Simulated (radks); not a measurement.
**Nuclear size and the levels of Mg⁺**

One table from this session's results is given with a row withheld; the runs are named, their logs left out.

The numbers are computed with radks (a radial shooting solver on a logarithmic mesh, Libxc functionals) version 1 (Dirac Kohn-Sham, PBE, spin-unpolarised, spherical densities, finite nucleus), except any that are marked as measured or tabulated.

## The system

- element: magnesium (Z = 12)
- charge: +1
- electrons: 11
- configuration: [Ne] 3s1
- nuclear rms radius: 3.057 fm

The outer shells:

Mg⁺
```
[Ne] core
3s [↑ ]
```

The first run:

The run's settings:

```text
Z 12
configuration [Ne] 3s1 3p0 4s0
relativity Dirac
functional pbe,pbe
spin unpolarised
j_filling average
nucleus finite rms 3.057 fm
c 137.035999084
```

Among the steps run: rms radius 3.057 fm.

One table of the session follows, with a row left open; its other results are not shown here.

It belongs to the step «rms radius 3.057 fm». From the orbitals of this run (lengths in bohr):

| level | <r> | outermost maximum (interpolated) | 90 % within | nodes |
| --- | --- | --- | --- | --- |
| 1s1/2 | 0.1306 | 0.0851 | 0.234 | 0 |
| 2s1/2 | 0.6965 | 0.547 | 1.11 | 1 |
| 2p1/2 | ? | ? | ? | ? |
| 2p3/2 | 0.6884 | 0.479 | 1.18 | 0 |
| 3s1/2 | 2.794 | 2.36 | 4.23 | 2 |
| 3p1/2 | 3.500 | 2.91 | 5.36 | 1 |
| 3p3/2 | 3.505 | 2.92 | 5.37 | 1 |

Estimate the missing values for 2p1/2.

As computed: <r>: 0.6861; outermost maximum (interpolated): 0.477; 90 % within: 1.17; nodes: 0. In the column «<r>» it lies between 1s1/2 (0.1306) and 2p3/2 (0.6884).
